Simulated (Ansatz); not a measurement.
# SnGeTe3: one candidate of a structure search

Where does this trial cell of SnGeTe3 go when cell and atoms are let free?

Method: DFT PBE, scalar-relativistic, plane waves, PAW, in Ansatz 0.2.0.

## (1) The starting structure

It takes space group P6/mmm (No. 191, hexagonal). Conventional cell: a = 5.048 Å, b = 5.048 Å, c = 7.556 Å, α = 90.00°, β = 90.00°, γ = 120.00°. Around Sn (site symmetry 6/mmm) lie 6 Te at 2.52 Å. Ge (site symmetry 6/mmm) has 2 Sn at 3.78 Å in its first shell of neighbours. Around Te (site symmetry mmm) lie 4 Te at 2.52 Å and 2 Sn at 2.52 Å.

As a file:

```
CELL_PARAMETERS angstrom
5.04806 0.00000 0.00000
-2.52403 4.37175 0.00000
0.00000 0.00000 7.55649
ATOMIC_POSITIONS crystal
Sn 0.00000 0.00000 0.00000
Ge 0.00000 0.00000 0.50000
Te 0.50000 0.00000 0.00000
Te 0.00000 0.50000 0.00000
Te 0.50000 0.50000 0.00000
```

A structure generator made this guess: random cell by space group and Wyckoff sites (P6/mmm, No. 191). Its size is a rough estimate.

## (2) A first look at the guess

The input, input.yaml:

```yaml
crystal:
  lattice:
    - [5.04806466, 0.0, 0.0]
    - [-2.52403233, 4.37175223, 0.0]
    - [0.0, 0.0, 7.55648936]
  atoms:
    - { symbol: Sn, position: [0.0, 0.0, 0.0] }
    - { symbol: Ge, position: [0.0, 0.0, 0.5] }
    - { symbol: Te, position: [0.5, 0.0, 0.0] }
    - { symbol: Te, position: [0.0, 0.5, 0.0] }
    - { symbol: Te, position: [0.5, 0.5, 0.0] }
basis:
  ecutwfc: 420
kpoints:
  mp_grid: { grid: [6, 6, 2] }
hamiltonian:
  xc: pbe
scf:
  occupations: { method: gaussian, width: 0.1 }
  lower_state_search: "off"
output:
  forces: true
  stress: true
  eigenvalues: true
```

Command:

```bash
ansatz run input.yaml --threads 1 --pin off --max-ram 2560MiB --backend cpu --events-out ev --progress --plain --runs-dir out
```

The session goes on with these runs: a loose first relaxation; final relaxation.

Q: Predict the outcome of this session. Wanted: conventional cell; volume; energy over the elements, grey Sn; gap on the mesh.

The runs gave:

| quantity | value |
| --- | --- |
| symmetry at the end (tolerance 0.05 Å) | space group P6/mmm (No. 191) |
| conventional cell | a = 6.433 Å, b = 6.433 Å, c = 5.465 Å, α = 90.00°, β = 90.00°, γ = 120.00° |
| volume | 39.18 Å³/atom |
| energy over the elements, grey Sn | +0.52 eV/atom |
| gap on the mesh | none (metal) |

The space group P6/mmm (No. 191) is kept, and the volume per atom grows by 17.5 % from the first guess. With a positive formation energy it can't be a ground state. No finished test with a distortion of lower symmetry is shown, so the end may be a saddle point. The runs treat Te without spin-orbit coupling.
